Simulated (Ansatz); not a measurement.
# ClGeH5O: the cost of one run

Method: RKS BHLYP-D4/def2-SVP, in Ansatz 0.2.0.

## Step 1: Starting point

Bond lengths: Ge1–O2 2.177 Å, Ge1–H3 1.538 Å, Ge1–H4 1.500 Å, Ge1–H5 1.507 Å, Ge1–Cl7 2.592 Å, O2–H8 0.957 Å. Angles: Ge1–O2–H8 123.4°, O2–Ge1–H3 156.5°, O2–Ge1–H4 81.3°, O2–Ge1–H5 87.7°, O2–Ge1–Cl7 71.8°, H3–Ge1–H4 106.6°, H3–Ge1–H5 106.0°, H3–Ge1–Cl7 85.1°, H4–Ge1–H5 120.4°, H4–Ge1–Cl7 117.5°, H5–Ge1–Cl7 113.7°.

As a file:

```xyz
8

Ge   -0.4634   -0.7687    0.0771
O     0.8222    0.8739    0.7016
H    -1.1302   -1.7405   -0.9111
H     0.5695   -1.5595    0.8239
H    -1.5880   -0.0916    0.8180
H     0.9921    1.0856   -0.5361
Cl    0.3076    0.5079   -2.0434
H     0.4902    1.6929    1.0701
```

## Step 2: A restrained relaxation towards end A

Springs on the bonds that form and break draw the guess towards this end; the thresholds are loose.

input.yaml reads:

```yaml
crystal:
  periodic: [false, false, false]
  atoms:
    - { symbol: Ge, position_ang: [-0.4634, -0.7687, 0.0771] }
    - { symbol: O, position_ang: [0.8222, 0.8739, 0.7016] }
    - { symbol: H, position_ang: [-1.1302, -1.7405, -0.9111] }
    - { symbol: H, position_ang: [0.5695, -1.5595, 0.8239] }
    - { symbol: H, position_ang: [-1.588, -0.0916, 0.818] }
    - { symbol: H, position_ang: [0.9921, 1.0856, -0.5361] }
    - { symbol: Cl, position_ang: [0.3076, 0.5079, -2.0434] }
    - { symbol: H, position_ang: [0.4902, 1.6929, 1.0701] }
basis:
  gaussian: { orbitals: def2-SVP }
hamiltonian:
  xc: { name: BHLYP }
  dispersion: d4
relax:
  f_tol: 0.15
  max_steps: 25
  restrain:
    - { distance: [0, 6], at: 3.52, k: 30.0 }
    - { distance: [5, 1], at: 2.27, k: 30.0 }
    - { distance: [0, 1], at: 1.86, k: 30.0 }
    - { distance: [5, 6], at: 1.33, k: 30.0 }
output:
  orbitals: {}
```

Started as:

```
> ansatz run input.yaml --threads 2 --pin off --max-ram 3072MiB --backend cpu --events-out ev --progress --plain --runs-dir out
```

What time and memory should one allow on 2 threads of AMD EPYC 9R14 (Zen 4), shared host?

About 14 s, with a peak of 0.21 GiB.
